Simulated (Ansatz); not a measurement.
## Ta3AsAu2O13 in Ansatz: the effect of Hubbard term

Crystal: Ta3AsAu2O13.

```
CELL_PARAMETERS angstrom
5.72385 -0.00745 -0.00403
1.30279 6.25499 0.00561
0.27574 1.30074 8.36754
ATOMIC_POSITIONS crystal
Ta 0.21713 0.30521 0.58431
Ta 0.03325 0.11123 0.99855
Ta 0.58248 0.62145 0.50482
As 0.58707 0.89691 0.83049
Au 0.58004 0.09228 0.18613
Au 0.04485 0.82077 0.44682
O 0.66201 0.69726 0.71088
O 0.51632 0.13418 0.69625
O 0.85098 0.88773 0.91932
O 0.34466 0.87003 0.94651
O 0.73015 0.29240 0.03095
O 0.24622 0.21809 0.11075
O 0.12900 0.09398 0.49104
O 0.48032 0.38887 0.43499
O 0.05966 0.26685 0.78594
O 0.93330 0.53240 0.45645
O 0.49975 0.85161 0.34971
O 0.25256 0.62988 0.62473
O 0.91878 0.95175 0.22636
```

The cell was built by a generator and needn't be a form met in nature.

Alike in all runs:

```yaml
Program: Ansatz 0.2.0
Task: projected density of states
Functional: PBE
Potentials_or_basis: Ansatz PAW
Cutoff: "420 eV (not typed: the program's choice for these potentials)"
k_mesh: 5 × 5 × 4
Occupations: fermi-dirac, width 0.05 eV
Spin: no spin polarisation
Hubbard_projectors: ortho-atomic (the default)
Double_counting: fll (the default)
```

```tsv
Hubbard term	gap on the mesh (eV)	pressure (GPa)	largest force (eV/Å)
Au d U = 2 eV, Ta d U = 2 eV	?	?	?
Au d U = 4 eV, Ta d U = 4 eV	1.46	1.4	0.23
Au d U = 6 eV, Ta d U = 6 eV	1.45	2.3	0.35
Au d U = 8 eV, Ta d U = 8 eV	1.41	3.2	0.51
```

Problem. What does the run with Hubbard term Au d U = 2 eV, Ta d U = 2 eV give?

Solution. gap on the mesh 1.41 eV; pressure 0.7 GPa; largest force 0.13 eV/Å.

Worked out: A straight line through the other rows of the gap on the mesh, of slope -0.0125 eV per eV, extrapolates to 1.49 eV, against the run's 1.41. The fit is too stiff a form for this range. A straight line through the other rows of the pressure, of slope 0.45 GPa per eV, extrapolates to 0.5 GPa, against the run's 0.7. The fit is too stiff a form for this range. A straight line through the other rows of the largest force, of slope 0.07 eV/Å per eV, extrapolates to 0.08 eV/Å, against the run's 0.13. The fit is too stiff a form for this range.

Caveats: odd divisions of the mesh miss points on the zone boundary, where band edges often lie, so the gap on the mesh can be too wide; spin-orbit coupling is left out, which moves the levels of the heavy elements; the density of states is complete only up to the lowest level of the last band computed.

A k mesh can miss the band edges.
